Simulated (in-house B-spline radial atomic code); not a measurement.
# La⁴⁺: density, ELF and screening along the radius

Aim: the shell structure of La⁴⁺ in the radial density, the electron localisation function and the screened nuclear charge, under several settings.

The numbers are computed with in-house B-spline radial atomic code version 1 (several methods, spin-polarised, as named in each step; spherical all-electron atom at the radial basis limit), except any that are marked as measured or tabulated.

### 1 The atom as given

* element: lanthanum (Z = 57)
* charge: +4
* electrons: 53
* configuration: [Kr] 4d10 5s2 5p5
* nucleus: point (non-relativistic runs) or finite (X2C runs)

Outer shells as boxes (Hund's rule):

[Kr] 4d10 5s2 5p5
```
[Kr] core
4d [↑↓][↑↓][↑↓][↑↓][↑↓]
5s [↑↓]
5p [↑↓][↑↓][↑ ]
```

Where spins are not typed, each open shell is filled with up spins first.

### 2 Hartree-Fock, X2C, [Kr] 4d10 5s2 5p5

Settings of the run:

```ini
Z = 57
electrons = 53.0
configuration = [Kr] 4d10 5s2 5p5
hamiltonian = x2c
method = hf
spin_polarised = True
nucleus = fermi
rms_radius = 4.855
mass_number = 139
atomic_mass = 138.906362927
speed_of_light = 137.035999084
```

The run is started by

```console
$ python run_scf.py task.json out
```

task.json lists these runs, among others, and the program works through them in turn.

### 3 RPBE, X2C, [Kr] 4d10 5s2 5p5

The settings differ from step 2 so:

```diff
@@ -4,3 +4,3 @@
 hamiltonian = x2c
-method = hf
+method = rpbe,pbe
 spin_polarised = True
```

### 4 BP86, X2C, [Kr] 4d10 5s2 5p5

The settings differ from step 3 so:

```diff
@@ -4,3 +4,3 @@
 hamiltonian = x2c
-method = rpbe,pbe
+method = b88,p86
 spin_polarised = True
```

### 5 Hartree-Fock, non-rel., [Kr] 4d10 5s2 5p4 5d1

Settings of the run:

```ini
Z = 57
electrons = 53.0
configuration = [Kr] 4d10 5s2 5p4 5d1
hamiltonian = nr
method = hf
spin_polarised = True
```

### 6 r2SCAN, X2C, [Kr] 4d10 5s2 5p4 6f1

Settings of the run:

```ini
Z = 57
electrons = 53.0
configuration = [Kr] 4d10 5s2 5p4 6f1
hamiltonian = x2c
method = r2scan
spin_polarised = True
nucleus = fermi
rms_radius = 4.855
mass_number = 139
atomic_mass = 138.906362927
speed_of_light = 137.035999084
```

Q: How large is the system in each run, where do the shell borders lie, and what is the highest level?

**Answer**, as computed:

| run | total energy (hartree) | highest level (eV) | radius holding 50 / 90 / 99 % (bohr) | radius at n = 0.001 (bohr) | ELF minima on the full grid (bohr) |
| --- | --- | --- | --- | --- | --- |
| Hartree-Fock, X2C, [Kr] 4d10 5s2 5p5 | -8486.2721 | -61.870 | 0.370 / 1.38 / 2.50 | 3.36 | 0.034, 0.14, 0.41, 1.1 |
| RPBE, X2C, [Kr] 4d10 5s2 5p5 | -8489.3556 | -56.465 | 0.370 / 1.38 / 2.48 | 3.35 | 0.034, 0.14, 0.40, 1.1 |
| BP86, X2C, [Kr] 4d10 5s2 5p5 | -8490.3028 | -56.671 | 0.370 / 1.38 / 2.48 | 3.34 | 0.034, 0.14, 0.40, 1.1 |
| Hartree-Fock, non-rel., [Kr] 4d10 5s2 5p4 5d1 | -8217.3060 | -41.058 | 0.375 / 1.42 / 2.66 | 3.55 | 0.037, 0.13, 0.39, 1.1 |
| r2SCAN, X2C, [Kr] 4d10 5s2 5p4 6f1 | -8487.5295 | -12.196 | 0.370 / 1.40 / 6.52 | 3.32 | 0.039, 0.16, 0.41, 1.0 |

In the first run ELF has 4 minima on the grid, which mark the borders between shells. On the record's full grid the screened charge (r times the electrostatic potential) falls from 56.9 near the nucleus to 4.00 at 6.0 bohr; far out it tends to the net charge, 4. The radius that holds 99 % of the electrons runs from 2.48 bohr (BP86, X2C, [Kr] 4d10 5s2 5p5) to 6.52 bohr (r2SCAN, X2C, [Kr] 4d10 5s2 5p4 6f1). The grid is coarse (about 23 % a step), so the places of minima are rough. For X2C runs ELF uses the non-relativistic kinetic energy density, and the fields carry no picture-change correction.
